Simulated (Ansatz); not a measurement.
# ClFH2OZn: the cost of one run

All numbers below are computed with Ansatz 0.2.0 (RKS PBE0/def2-SVP).

### Step 1. Starting point

Bond lengths: Zn1–F2 2.126 Å, Zn1–Cl3 2.072 Å, Zn1–O5 2.195 Å, O5–H6 0.957 Å. Angles: F2–Zn1–Cl3 115.5°, F2–Zn1–O5 66.6°, Cl3–Zn1–O5 138.7°, Zn1–O5–H6 120.1°.

Coordinates:

```xyz
6

Zn    0.4115   -0.6575   -0.7732
F    -0.2784   -0.8156    1.2320
Cl   -0.4428   -1.9844   -2.1163
H    -0.3031    0.3634    0.9863
O    -0.0449    1.2830    0.1457
H     0.6577    1.8111    0.5254
```

### Step 2. A restrained relaxation towards end A

Springs on the bonds that form and break draw the guess towards this end; the thresholds are loose.

Input file input.yaml:

```yaml
crystal:
  periodic: [false, false, false]
  atoms:
    - { symbol: Zn, position_ang: [0.4115, -0.6575, -0.7732] }
    - { symbol: F, position_ang: [-0.2784, -0.8156, 1.232] }
    - { symbol: Cl, position_ang: [-0.4428, -1.9844, -2.1163] }
    - { symbol: H, position_ang: [-0.3031, 0.3634, 0.9863] }
    - { symbol: O, position_ang: [-0.0449, 1.283, 0.1457] }
    - { symbol: H, position_ang: [0.6577, 1.8111, 0.5254] }
basis:
  gaussian: { orbitals: def2-SVP }
hamiltonian:
  xc: pbe0
relax:
  f_tol: 0.15
  max_steps: 25
  restrain:
    - { distance: [0, 4], at: 3.18, k: 30.0 }
    - { distance: [3, 1], at: 2.18, k: 30.0 }
    - { distance: [0, 1], at: 1.79, k: 30.0 }
    - { distance: [3, 4], at: 0.97, k: 30.0 }
```

On the command line:

```bash
> ansatz run input.yaml --threads 2 --pin off --max-ram 3072MiB --backend cpu --events-out ev --progress --plain --runs-dir out
```

Q: Estimate wall time and peak memory on 2 threads of Arm Neoverse V1, shared host.

About 19 s, with a peak of 0.18 GiB.
